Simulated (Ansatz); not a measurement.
**WS2: further runs on the relaxed cell**

The task here is to estimate one member of a computed series from the others.

The COD entry's cell or inner coordinates are ideal or old and differ from later refinements, so a difference from it is no clean test against experiment.

Computed with Ansatz 0.2.0 (DFT PBEsol+D3(BJ), scalar-relativistic, plane waves, PAW, unless a step's input says otherwise).

### The system as given

The structure is hexagonal, space group P6_3/mmc (No. 194). Conventional cell: a = 3.115 Å, b = 3.115 Å, c = 11.772 Å, α = 90.00°, β = 90.00°, γ = 120.00°. Around W (site symmetry -6m2) lie 6 S at 2.39 Å. Around S (site symmetry 3m) lie 3 W at 2.39 Å.

Structure file:

```xyz
6
Lattice="3.1147 0.0000 0.0000 -1.5574 2.6975 0.0000 0.0000 0.0000 11.7719" Properties=species:S:1:pos:R:3 pbc="T T T"
W     0.0000    1.7983    2.9430
W     1.5574    0.8992    8.8289
S     0.0000    1.7983    7.2567
S     1.5574    0.8992    1.3708
S     0.0000    1.7983   10.4010
S     1.5574    0.8992    4.5151
```

It is the result of an earlier relaxation at this level (volume 16.48 Å³/atom; gap on the mesh: 0.66 eV).

The first run:

input.yaml reads:

```yaml
crystal:
  lattice:
    - [3.0832835614, 0.0, 0.0]
    - [-1.5416417807, 2.6702018912, 0.0]
    - [0.0, 0.0, 11.6529419268]
  atoms:
    - { symbol: W, position: [0.3333333333, 0.6666666667, 0.25] }
    - { symbol: W, position: [0.6666666667, 0.3333333333, 0.75] }
    - { symbol: S, position: [0.3333333333, 0.6666666667, 0.6164486908] }
    - { symbol: S, position: [0.6666666667, 0.3333333333, 0.1164486908] }
    - { symbol: S, position: [0.3333333333, 0.6666666667, 0.8835513092] }
    - { symbol: S, position: [0.6666666667, 0.3333333333, 0.3835513092] }
basis:
  ecutwfc: 420
kpoints:
  mp_grid: { grid: [12, 12, 4] }
hamiltonian:
  xc: pbesol
  dispersion: d3bj
scf:
  occupations: { method: gaussian, width: 0.02 }
output:
  forces: true
  stress: true
  eigenvalues: true
relax:
  adjacent_minimum: "off"
  f_tol: 0.01
  max_steps: 30
  cell: { stress_tol: 0.1, fix: [volume] }
```

On the command line:

```
$ ansatz run input.yaml --threads 1 --pin off --max-ram 2560MiB --backend cpu --events-out ev --progress --plain --runs-dir out
```

Steps of the session up to this table: Point at V/V0 = 0.97; Volume × 1.03; Volume × 0.94; Point at V/V0 = 1.06; Point at V/V0 = 0.91; Point at V/V0 = 1.10; The cell scaled to 0.88 of its volume.

One of the session's tables, all rows but one given; the rest of the session is left out.

It belongs to the step «Equation of state». 

| volume (Å³/atom) | energy above the lowest point (meV/atom) | pressure (GPa) | gap on the mesh (eV) |
| --- | --- | --- | --- |
| 14.506 | 78.1 | 15.04 | 0.08 |
| 15.001 | ? | ? | ? |
| 15.495 | 16.1 | 5.76 | 0.39 |
| 15.990 | 3.6 | 2.47 | 0.53 |
| 16.484 | 0.0 | 0.00 | 0.66 |
| 16.979 | 2.9 | -1.77 | 0.79 |
| 17.473 | 10.3 | -2.99 | 0.91 |
| 18.133 | 24.1 | -3.69 | 1.09 |

Estimate the missing values for volume (Å³/atom) = 15.001.

Worked estimate for «energy above the lowest point (meV/atom)». A straight line through the neighbours (14.506, 78.1) and (15.495, 16.1) gives 78.1 + (16.1 − 78.1) × (15.001 − 14.506) / (15.495 − 14.506) = 47.1; a parabola fitted to 3 rows on both sides gives 40.9.

**Answer.** energy above the lowest point (meV/atom): 39.9; pressure (GPa): 9.93; gap on the mesh (eV): 0.24. In «energy above the lowest point (meV/atom)» the line misses by +7.2 and the parabola by +1.0.
